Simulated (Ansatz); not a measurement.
# Pt: the cost of one run

Method: DFT PBE, scalar-relativistic, plane waves, PAW, in Ansatz 0.2.0.

2 further runs of the same task are left out: 2 set aside as unsound or not needed.

## (1) Starting point

It takes space group Fm-3m (No. 225, cubic). Conventional cell: a = 3.970 Å, b = 3.970 Å, c = 3.970 Å, α = 90.00°, β = 90.00°, γ = 90.00°. Around Pt (site symmetry m-3m) lie 12 Pt at 2.81 Å.

Coordinates:

```cif
data_structure
_symmetry_space_group_name_H-M 'Fm-3m'
_symmetry_Int_Tables_number 225
_cell_length_a 3.9701
_cell_length_b 3.9701
_cell_length_c 3.9701
_cell_angle_alpha 90.000
_cell_angle_beta 90.000
_cell_angle_gamma 90.000
_cell_volume 62.58
loop_
_atom_site_label
_atom_site_type_symbol
_atom_site_symmetry_multiplicity
_atom_site_Wyckoff_symbol
_atom_site_fract_x
_atom_site_fract_y
_atom_site_fract_z
_atom_site_occupancy
Pt1 Pt 4 a 0.00000 0.00000 0.00000 1
```

It is the result of an earlier relaxation at this level (volume 15.64 Å³/atom; gap on the mesh: none (metal)).

## (2) Bands, states and charges

The input, input.yaml:

```yaml
crystal:
  lattice:
    - [0.0, 1.9850569796, 1.9850569796]
    - [1.9850569796, 0.0, 1.9850569796]
    - [1.9850569796, 1.9850569796, 0.0]
  atoms:
    - { symbol: Pt, position: [0.0, 0.0, 0.0] }
basis:
  ecutwfc: 420
kpoints:
  mp_grid: { grid: [18, 18, 18] }
  band_path:
    path:
      - [[0.0, 0.0, 0.0], [0.5, 0.0, 0.5], [0.625, 0.25, 0.625]]
      - [[0.375, 0.375, 0.75], [0.0, 0.0, 0.0], [0.5, 0.5, 0.5], [0.5, 0.25, 0.75], [0.5, 0.0, 0.5]]
    npoints: 14
hamiltonian:
  xc: pbe
scf:
  occupations: { method: gaussian, width: 0.1 }
  n_extra_bands: 6
output:
  forces: true
  stress: true
  eigenvalues: true
  populations: true
  dos: { projected: true, de: 0.02, nscf_kmesh: { grid: [27, 27, 27] } }
  bader: true
  write_density: true
  write_potential: true
  elf: true
  volumetric_format: npy
```

On the command line:

```
> ansatz run input.yaml --threads 1 --pin off --max-ram 2560MiB --backend cpu --events-out ev --progress --plain --runs-dir out
```

**Question.** How long does this run take on 1 thread of Intel Xeon 6975P-C (Granite Rapids), shared host, and how much memory does it need?

About 6 s, with a peak of 0.39 GiB.
